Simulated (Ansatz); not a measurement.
# GaIr: squeezing one contact

How do energy and force answer when the Ga1–Ir2 bond of GaIr is squeezed or stretched? The runs shown use PAW. Its runs: shortest bond scaled by 1 (PAW); shortest bond scaled by 1.1 (PAW); shortest bond scaled by 0.94 (PAW); shortest bond scaled by 0.88 (PAW); shortest bond scaled by 0.76 (PAW and PAW (partial_waves polarizable)).

Computed with Ansatz 0.2.0 (DFT, PBEsol, PAW with Ansatz's default frozen-core files, scalar-relativistic, unless a step's input says otherwise).

2 further runs of the same task are left out: 2 that didn't finish.

## Step 1: Starting point

It takes space group Pm-3m (No. 221, cubic). The conventional cell has a = 3.004 Å, b = 3.004 Å, c = 3.004 Å, α = 90.00°, β = 90.00°, γ = 90.00°. Ga (site symmetry m-3m) has 8 Ir at 2.60 Å as nearest neighbours. Ir (site symmetry m-3m) has 8 Ga at 2.60 Å as nearest neighbours.

Structure file:

```cif
data_structure
_symmetry_space_group_name_H-M 'P 1'
_symmetry_Int_Tables_number 1
_cell_length_a 3.0040
_cell_length_b 3.0040
_cell_length_c 3.0040
_cell_angle_alpha 90.000
_cell_angle_beta 90.000
_cell_angle_gamma 90.000
_cell_volume 27.11
loop_
_atom_site_label
_atom_site_type_symbol
_atom_site_fract_x
_atom_site_fract_y
_atom_site_fract_z
_atom_site_occupancy
Ga1 Ga 0.00000 0.00000 0.00000 1
Ir1 Ir 0.50000 0.50000 0.50000 1
```

Atoms are numbered in the order of the input: Ga1, Ir2.

## Step 2: Shortest bond scaled by 1, PAW

Contents of input.yaml:

```yaml
crystal:
  lattice:
    - [3.004, 0.0, 0.0]
    - [0.0, 3.004, 0.0]
    - [0.0, 0.0, 3.004]
  atoms:
    - { symbol: Ga, position: [0.0, 0.0, 0.0] }
    - { symbol: Ir, position: [0.5, 0.5, 0.5] }
kpoints:
  mp_grid: { grid: [10, 10, 10] }
scf:
  occupations: { method: fermi_dirac, width: 0.05 }
hamiltonian:
  xc: pbesol
  pseudopotentials: { kind: paw }
output:
  forces: true
  stress: true
  eigenvalues: true
  efg: { contact_densities: true }
  populations: true
```

The run is started by

```sh
$ ansatz run input.yaml --threads 1 --pin off --max-ram 2048MiB --backend cpu --events-out ev --progress --plain --runs-dir out
```

## Step 3: Shortest bond scaled by 1.1, PAW

input.yaml: that of step 2 with these lines changed.

```diff
@@ -6,4 +6,4 @@
   atoms:
-    - { symbol: Ga, position: [0.0, 0.0, 0.0] }
-    - { symbol: Ir, position: [0.5, 0.5, 0.5] }
+    - { symbol: Ga, position: [0.025, 0.025, 0.025] }
+    - { symbol: Ir, position: [0.475, 0.475, 0.475] }
 kpoints:
@@ -21 +21,5 @@
   populations: true
+  write_density: true
+  write_potential: true
+  elf: true
+  volumetric_format: npy
```

## Step 4: Shortest bond scaled by 0.94, PAW

input.yaml: that of step 3 with these lines changed.

```diff
@@ -6,4 +6,4 @@
   atoms:
-    - { symbol: Ga, position: [0.025, 0.025, 0.025] }
-    - { symbol: Ir, position: [0.475, 0.475, 0.475] }
+    - { symbol: Ga, position: [-0.015, -0.015, -0.015] }
+    - { symbol: Ir, position: [0.515, 0.515, 0.515] }
 kpoints:
```

## Step 5: Shortest bond scaled by 0.88, PAW

input.yaml: that of step 4 with these lines changed.

```diff
@@ -6,4 +6,4 @@
   atoms:
-    - { symbol: Ga, position: [-0.015, -0.015, -0.015] }
-    - { symbol: Ir, position: [0.515, 0.515, 0.515] }
+    - { symbol: Ga, position: [-0.03, -0.03, -0.03] }
+    - { symbol: Ir, position: [0.53, 0.53, 0.53] }
 kpoints:
```

## Step 6: Shortest bond scaled by 0.76, PAW

input.yaml: that of step 5 with these lines changed.

```diff
@@ -6,4 +6,4 @@
   atoms:
-    - { symbol: Ga, position: [-0.03, -0.03, -0.03] }
-    - { symbol: Ir, position: [0.53, 0.53, 0.53] }
+    - { symbol: Ga, position: [-0.06, -0.06, -0.06] }
+    - { symbol: Ir, position: [0.56, 0.56, 0.56] }
 kpoints:
@@ -21,5 +21 @@
   populations: true
-  write_density: true
-  write_potential: true
-  elf: true
-  volumetric_format: npy
```

## Step 7: Shortest bond scaled by 0.76, PAW (partial_waves polarizable)

input.yaml: that of step 6 with these lines changed.

```diff
@@ -14,3 +14,3 @@
   xc: pbesol
-  pseudopotentials: { kind: paw }
+  pseudopotentials: { kind: paw, partial_waves: polarizable }
 output:
@@ -19,3 +19 @@
   eigenvalues: true
-  efg: { contact_densities: true }
-  populations: true
```

(Steps that only read results are left out.)

What does the calculation give?

**Answer**, as computed:

| quantity | value |
| --- | --- |
| force along the bond, positive apart, at 1.977 Å (PAW) | 12.71 eV/Å |
| force along the bond, positive apart, at 1.977 Å (PAW (partial_waves polarizable)) | 12.71 eV/Å |
| length at zero force (straight line) | 2.60 Å |

What this shows: At 1.98 Å the force along the bond is 12.71 eV/Å by PAW, and the energy stands 2.52 eV over the given length. A straight line between 2.45 and 2.60 Å puts zero force near 2.60 Å, a rough figure over so wide a step. There symmetry makes it vanish whatever the lattice constant, so this is no computed equilibrium length. With two atoms in the cell whole sublattices move, so the other contacts between the two sublattices change too; at scales over 1 some of them become the shortest. Spin-orbit coupling is left out, though the cell holds Ir; in elements this heavy it can shift bands and gaps by tenths of an eV.
